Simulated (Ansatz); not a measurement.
# AlH₅OSSi, SMILES O[SiH]([AlH2])S: a polarisability from point charges

Program: Ansatz 0.2.0 through its Python package.

`field_alh5ossi.py`
```python
import ansatz as az
import numpy as np

geometry_ang = [
    ("O", [-1.7466, -0.575, 1.042]),
    ("Si", [-0.6722, -0.3732, -0.2559]),
    ("Al", [0.7539, 1.4388, 0.1675]),
    ("S", [0.5482, -2.1677, -0.4438]),
    ("H", [-1.239, -0.7319, 1.8099]),
    ("H", [-1.392, -0.1035, -1.5116]),
    ("H", [0.2246, 2.9126, 0.367]),
    ("H", [2.3974, 1.1989, 0.2885]),
    ("H", [1.2141, -1.6455, -1.4808]),
]
alh5ossi = az.Crystal.molecule()
for symbol, xyz in geometry_ang:
    alh5ossi = alh5ossi.atom(symbol, xyz)

base = alh5ossi.calculation().basis(gaussian="def2-SVP").functional("pbe0", dispersion="d3bj").forces()
centre = np.mean([site.position_ang for site in alh5ossi.cartesian_sites], axis=0)
field = 2 * 14.399645 * 3.0 / 30.0 ** 2


def dipole(axis, sign):
    arm = 30.0 * np.eye(3)[axis]
    pair = [{"charge": sign * 3.0, "position_ang": (centre - arm).tolist()}, {"charge": -sign * 3.0, "position_ang": (centre + arm).tolist()}]
    deck = base.input().set(az.key.basis.gaussian.point_charges, pair)
    return np.array(az.Session.from_dict(deck).plan().execute().report["charge_distribution"]["dipole_moment_e_ang"])


print(f"field {field:.4f} V/A")
alpha = np.array([(dipole(axis, 1) - dipole(axis, -1)) / (2 * field) * 14.399645 for axis in range(3)])
print("polarisability tensor (A^3)")
print(np.array2string(alpha, precision=3, suppress_small=True))
print(f"mean {np.trace(alpha) / 3:.3f} A^3 = {np.trace(alpha) / 3 / 0.14818471:.2f} bohr^3")
```

`python field_alh5ossi.py` gives:
```text
field 0.0960 V/A
polarisability tensor (A^3)
[[10.334 -0.181 -0.131]
 [-0.206 12.398  0.708]
 [-0.132  0.687  8.094]]
mean 10.275 A^3 = 69.34 bohr^3
```

Caveats:
- The geometry is a force-field or estimated start, not a minimum of this method, and the basis set is short of its limit. The field of two point charges is only nearly even.
- Without diffuse functions polarisabilities are unreliable, as a rule too low, and they change with the bond lengths of this unrelaxed start.
- Finished in 19 s on 1 thread of Arm Neoverse V2 (shared host), peak memory 0.25 GiB.

(Lines on the test bed's own set-up are left out of the output.)
